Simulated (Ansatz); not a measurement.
# CH4AlB2Cl: up Jacob's ladder to CCSD(T)

How much do the methods differ for CH4AlB2Cl? The plan is to run it at one geometry with functionals of several rungs and with coupled cluster. The yardstick is the atomisation energy at the CCSD(T) limit.

Computed with Ansatz 0.2.0, Gaussian basis. Level: functionals in def2-TZVPP, the program's frozen cores in correlated methods.

Plan: LDA (SPW92), PBE-D4, revPBE-D4, BLYP-D4, r2SCAN-D4, B97M-V, PBE0-D4, B3LYP-D4, r2SCANh-D4, r2SCAN0-D4, HSE06-D4, BHLYP-D4, CAM-B3LYP-D4, LC-ωPBE, ωB97X-V, ωB97M-V, B2PLYP, PBE-QIDH; CCSD(T)/def2-SVP; CCSD(T)/def2-TZVPP; MP2/def2-QZVPP; extrapolation to the limit; RPA on PBE.

## (1) The relaxed structure

All runs share one geometry, relaxed beforehand with PBE0-D4 in a triple-zeta def2 set.

SMILES `Cl[B]1B[CH2][AlH]1`, 9 atoms, charge 0, spin multiplicity 1.

Atoms are counted from 1 here; the program's logs count them from 0.

Bond lengths: Cl1–B2 1.721 Å, B2–B3 1.677 Å, B2–Al5 2.106 Å, B3–C4 1.503 Å, B3–H6 1.200 Å, C4–Al5 2.021 Å, C4–H7 1.084 Å, C4–H8 1.127 Å, Al5–H9 1.585 Å. Angles: Cl1–B2–B3 137.6°, Cl1–B2–Al5 146.6°, B3–B2–Al5 75.5°, B2–B3–C4 108.6°, B2–B3–H6 127.4°, C4–B3–H6 120.4°, B3–C4–Al5 81.8°, B3–C4–H7 126.4°, B3–C4–H8 118.8°, Al5–C4–H7 135.4°, Al5–C4–H8 74.2°, H7–C4–H8 109.3°, B2–Al5–C4 77.5°, B2–Al5–H9 159.6°, C4–Al5–H9 122.9°.

## (2) LDA

This LDA is Slater exchange with PW92 correlation.

Input file in.yaml:

```yaml
crystal:
  periodic: [false, false, false]
  atoms:
    - {symbol: Cl, position_ang: [-1.787629, -2.633807, 0.360748]}
    - {symbol: B, position_ang: [-0.850429, -1.190338, 0.371268]}
    - {symbol: B, position_ang: [0.753091, -0.754327, 0.147366]}
    - {symbol: C, position_ang: [0.795455, 0.522769, -0.644227]}
    - {symbol: Al, position_ang: [-0.863073, 0.914042, 0.442925]}
    - {symbol: H, position_ang: [1.698721, -1.092664, 0.803692]}
    - {symbol: H, position_ang: [1.683897, 1.078432, -0.923501]}
    - {symbol: H, position_ang: [-0.021475, 0.725347, -1.393557]}
    - {symbol: H, position_ang: [-1.320059, 2.384247, 0.818285]}
basis:
  gaussian: {orbitals: def2-TZVPP}
hamiltonian: {xc: lda}
output: {orbitals: {seedname: orbitals}}
```

On the command line:

```bash
$ ansatz run in.yaml --threads 2 --pin off --events-out ev --progress --plain --max-ram 4352MiB
```

Further steps of the session: PBE-D4 (GGA); revPBE-D4 (GGA); BLYP-D4 (GGA); r2SCAN-D4 (meta-GGA); B97M-V (meta-GGA); PBE0-D4 (hybrid); B3LYP-D4 (hybrid); r2SCANh-D4 (hybrid); r2SCAN0-D4 (hybrid); HSE06-D4 (hybrid); BHLYP-D4 (hybrid); CAM-B3LYP-D4 (range-separated); LC-ωPBE (range-separated); ωB97X-V (range-separated); ωB97M-V (range-separated); B2PLYP (double hybrid); PBE-QIDH (double hybrid); CCSD(T) in def2-SVP; CCSD(T) in def2-TZVPP; MP2 in def2-QZVPP; RPA on PBE orbitals.

Before running them: what should the planned runs give, taken together? Wanted: atomisation energy, CCSD(T)/CBS; farthest beyond LDA; mean size of error, GGA; mean size of error, meta-GGA; mean size of error, hybrid; mean size of error, range-separated; mean size of error, double hybrid; gap, smallest and largest; T1 diagnostic.

**Answer**, as computed:

| quantity | value |
| --- | --- |
| atomisation energy, CCSD(T)/CBS | 730.5 kcal/mol |
| functionals within 3.7 kcal/mol (0.5 %) | BLYP-D4, B3LYP-D4 |
| farthest beyond LDA | PBE-D4 (+25.4 kcal/mol) |
| mean size of error, GGA | 10.9 kcal/mol |
| mean size of error, meta-GGA | 19.7 kcal/mol |
| mean size of error, hybrid | 11.5 kcal/mol |
| mean size of error, range-separated | 7.2 kcal/mol |
| mean size of error, double hybrid | 6.7 kcal/mol |
| gap, smallest and largest | 1.32 eV (LDA (SPW92)), 7.96 eV (LC-ωPBE) |
| T1 diagnostic | 0.0163 |
| triples share of the correlation energy | 4.6 % |

**Reading.** LDA overbinds by 113.2 kcal/mol (16 %). PBE-D4 is off by +25.4 kcal/mol. Double hybrids carry the basis error of their MP2 part in triple zeta, and no dispersion term here, so their miss is partly the set-up's. By mean error the best rung here is double hybrid (6.7 kcal/mol) and the worst beyond LDA is meta-GGA (19.7 kcal/mol). The gap between the best rungs is small, so their order is not settled. The reference freezes the cores and leaves out relativity and excitations past (T), so misses under about 3.7 kcal/mol can't be ranked. Hartree-Fock recovers 76 % of the binding; the rest is correlation. CCSD(T) in def2-SVP is off by -31.2 kcal/mol, so the small basis spoils what the method gains. The gap grows from 1.3 to 8.0 eV across the functionals, mostly with the share of exact exchange.
